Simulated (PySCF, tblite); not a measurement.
# C7H12F2: geometry, infrared bands and NMR shifts

What infrared bands and NMR shifts should C7H12F2 (`FC(F)C1CCCCC1`) show?

The runs use tblite 0.8.0 and PySCF 2.14.0, with density-fitted response routines of our own; the level of theory stands in each step. All values are computed, except where a source is named. Atoms count from 0, in the outputs and in this text.

**1. Starting geometry**

21 atoms, charge 0, multiplicity 1; geometry from: force field or distance geometry start.

Bonds of the start (Å): F0–C1 1.37, C1–F2 1.35, C1–C3 1.52, C3–C4 1.55, C4–C5 1.53, C5–C6 1.52, C6–C7 1.53, C7–C8 1.52, C8–C3 1.53, C1–H9 1.09, C3–H10 1.09, C4–H11 1.09, C4–H12 1.09, C5–H13 1.10, C5–H14 1.09, C6–H15 1.11, C6–H16 1.09, C7–H17 1.10, C7–H18 1.10, C8–H19 1.10, C8–H20 1.10.

**2. Geometry optimisation with GFN2-xTB**

Job settings and geometry (Å):

```
{"job": {"kind": "relax", "xc": "GFN2-xTB", "basis": "xTB"}, "charge": 0, "multiplicity": 1}
F      2.419800     0.586900     1.494900
C      2.322200     0.673600     0.135300
F      2.617800     1.949100    -0.187900
C      0.921400     0.314100    -0.332500
C      0.601500    -1.160400     0.008300
C     -0.819900    -1.535900    -0.426600
C     -1.852100    -0.596500     0.183800
C     -1.537100     0.865900    -0.119900
C     -0.121300     1.236700     0.302100
H      3.087400     0.019500    -0.288200
H      0.883400     0.441800    -1.414600
H      0.711100    -1.340100     1.079700
H      1.312700    -1.816400    -0.495700
H     -0.885300    -1.499400    -1.520500
H     -1.030600    -2.558900    -0.121900
H     -1.880400    -0.742000     1.287100
H     -2.847700    -0.851600    -0.188100
H     -1.661900     1.032300    -1.200400
H     -2.266700     1.511000     0.392000
H     -0.052300     1.203500     1.401700
H      0.069000     2.283800     0.010900
```

Started as:

```console
$ OMP_NUM_THREADS=1 python probes_run.py task.json out
```

The driver reads the jobs from task.json and runs them one after another.

**Question.** This job is followed by: GFN2-xTB harmonic vibrations, gas phase; GIAO PBE0/pcSseg-1 NMR shielding, non-relativistic, gas phase. Predict these results of the whole session: strongest single infrared mode (GFN2-xTB); zero-point energy (GFN2-xTB); ¹³C shifts against TMS (PBE0/pcSseg-1, means over atoms taken as alike); ¹H shifts against TMS (PBE0/pcSseg-1, means over atoms taken as alike); ¹⁹F shifts against CFCl3 (PBE0/pcSseg-1, means over atoms taken as alike).

**Answer**, as computed:

| quantity | value |
| --- | --- |
| strongest single infrared mode (GFN2-xTB) | 2994 cm⁻¹, 160 km/mol |
| zero-point energy (GFN2-xTB) | 113.1 kcal/mol |
| ¹³C shifts against TMS (PBE0/pcSseg-1, means over atoms taken as alike) | 124.8, 46.5, 30.2, 29.5, 28.2 ppm |
| ¹H shifts against TMS (PBE0/pcSseg-1, means over atoms taken as alike) | 6.03, 1.88, 1.80, 1.74, 1.44, 1.26, 1.18, 1.15 ppm |
| ¹⁹F shifts against CFCl3 (PBE0/pcSseg-1, means over atoms taken as alike) | -150.3 ppm |

What this shows: Over 31 steps the energy fell by 0.049 eV; of the close pairs, C6–H15 changed most, 1.113 to 1.092 Å. All 57 modes are real, so the xTB geometry is a minimum. Unscaled tight-binding wavenumbers are off by several per cent, some by more. Its intensities can rank the bands wrongly. The most deshielded hydrogen is H9 (hydrogen on an sp3 CH bonded to 2 F), at 6.03 ppm: its carbon carries F, an electronegative neighbour. At PBE0/pcSseg-1: The widest tensor belongs to F0, F2: span 194 ppm, with a paramagnetic part of -152 ppm.
